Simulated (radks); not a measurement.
**Nb⁺ in [Ar] 3d10 4s1.75 4p6 4d4 5s0.25: an all-electron calculation**

What are the levels of the niobium ion Nb+, how large are its shells, and how does its energy divide?

Program: radks (a radial shooting solver on a logarithmic mesh, Libxc functionals) version 1. Level of theory: scalar-relativistic Kohn-Sham, SCAN, spin-unpolarised, spherical densities, finite nucleus. These are calculated values, not measurements, unless marked.

**1. The system**

- element: niobium (Z = 41)
- charge: +1
- electrons: 40
- configuration: [Ar] 3d10 4s1.75 4p6 4d4 5s0.25
- nuclear rms radius: 4.324 fm

**2. The run**

The run's settings:

```text
Z 41
configuration [Ar] 3d10 4s1.75 4p6 4d4 5s0.25
relativity scalar-relativistic
functional scan,scan
spin unpolarised
nucleus finite rms 4.324 fm
c 137.035999084
```

The run is started by

```sh
python run_ks.py task.json out
```

All runs below come from this command, one after another.

What does the calculation give?

**Answer**, as computed:

```
                        quantity                value
                    total energy  -3819.64850 hartree
exchange-correlation share of it               3.12 %
                            −T/E               1.0296
          highest occupied level        5s, -9.460 eV
    most extended occupied level  5s, <r> = 3.37 bohr
 radius at density 0.001 e/bohr³            4.17 bohr
    maxima of the radial density                    4
```

The radial density shows 4 maxima for 5 occupied principal shells; where shells overlap, one shows as a shoulder or not at all. −T/E is 1.030: with relativity the kinetic term as defined here no longer equals −E. This is not the tabulated ground configuration, so its levels and sizes aren't those of the ground state, and no measured value stands beside it.
